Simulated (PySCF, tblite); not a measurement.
# C₉H₁₀FO+: geometry, infrared bands and NMR shifts

Aim: predict the infrared bands and NMR shifts of C₉H₁₀FO+ (`C#C[C@@](F)(C#[O+])C1CCCC1`).

The runs use tblite 0.8.0 and PySCF 2.14.0, with density-fitted response routines of our own; the level of theory stands in each step. All values are computed, except where a source is named. Atoms count from 0, in the outputs and in this text.

## 1. Starting geometry

21 atoms, charge 1, multiplicity 1; geometry from: force field or distance geometry start.

Bonds of the start (Å): C0–C1 1.21, C1–C2 1.47, C2–F3 1.38, C2–C4 1.47, C4–O5 1.12, C2–C6 1.56, C6–C7 1.52, C7–C8 1.52, C8–C9 1.53, C9–C10 1.52, C10–C6 1.53, C0–H11 1.05, C6–H12 1.12, C7–H13 1.12, C7–H14 1.11, C8–H15 1.11, C8–H16 1.12, C9–H17 1.11, C9–H18 1.12, C10–H19 1.11, C10–H20 1.12.

## 2. Geometry optimisation with GFN2-xTB

What the job is given:

```
{"job": {"kind": "relax", "xc": "GFN2-xTB", "basis": "xTB"}, "charge": 1, "multiplicity": 1}
C      3.392800     0.224400    -1.272500
C      2.491500    -0.252300    -0.624200
C      1.420900    -0.849900     0.187200
F      1.028700    -2.032700    -0.412800
C      1.936400    -1.134700     1.533500
O      2.335000    -1.353800     2.554200
C      0.209300     0.131200     0.265400
C     -0.393100     0.470600    -1.087600
C     -1.835500     0.869200    -0.809000
C     -2.202700     0.310100     0.569600
C     -0.968700    -0.425000     1.075400
H      4.159200     0.649200    -1.846600
H      0.535000     1.082100     0.756200
H     -0.392600    -0.427400    -1.758900
H      0.156100     1.297100    -1.587500
H     -2.523000     0.471600    -1.580700
H     -1.923500     1.984900    -0.795900
H     -3.067900    -0.386000     0.498900
H     -2.457000     1.146300     1.263000
H     -1.085800    -1.512100     0.901300
H     -0.824200    -0.246100     2.170500
```

On the command line:

```sh
$ OMP_NUM_THREADS=1 python probes_run.py task.json out
```

The driver reads the jobs from task.json and runs them one after another.

**Question.** This job is followed by: GFN2-xTB harmonic vibrations, gas phase; GIAO PBE0/pcSseg-1 NMR shielding, non-relativistic, gas phase. What will the session give for the following? strongest single infrared mode (GFN2-xTB); zero-point energy (GFN2-xTB); 13C shifts against TMS (PBE0/pcSseg-1); 1H shifts against TMS (PBE0/pcSseg-1); 19F shifts against CFCl3 (PBE0/pcSseg-1); 17O shifts against H2O (PBE0/pcSseg-1).

As calculated:

| quantity | value |
| --- | --- |
| strongest single infrared mode (GFN2-xTB) | 2237 cm⁻¹, 1410 km/mol |
| zero-point energy (GFN2-xTB) | 102.8 kcal/mol |
| 13C shifts against TMS (PBE0/pcSseg-1) | 155.6, 120.2, 79.7, 74.2, 71.4, 35.5, 30.1, 26.0, 24.3 ppm |
| 1H shifts against TMS (PBE0/pcSseg-1) | 4.72, 2.94, 2.70, 2.61, 2.56, 2.36, 2.29, 2.26, 2.15, 1.91 ppm |
| 19F shifts against CFCl3 (PBE0/pcSseg-1) | -196.5 ppm |
| 17O shifts against H2O (PBE0/pcSseg-1) | 377.0 ppm |

What this shows: Over 66 steps the energy fell by 0.328 eV; of the close pairs, C2–C4 changed most, 1.469 to 1.421 Å. The lowest mode is imaginary (26i cm⁻¹), so the xTB geometry is not a minimum. The strongest single mode, at 2237 cm⁻¹, moves mainly C4 and O5. Unscaled tight-binding wavenumbers are off by several per cent, some by more. Its intensities can rank the bands wrongly. At PBE0/pcSseg-1: The largest span, 378 ppm, is at O5, where the paramagnetic term is -436 ppm. By nearest atom (PBE0/pcSseg-1), the HOMO sits on H16, H18 about 17 % each; H15, H17 about 12 % each and the LUMO on C4 47 %; O5 26 %.
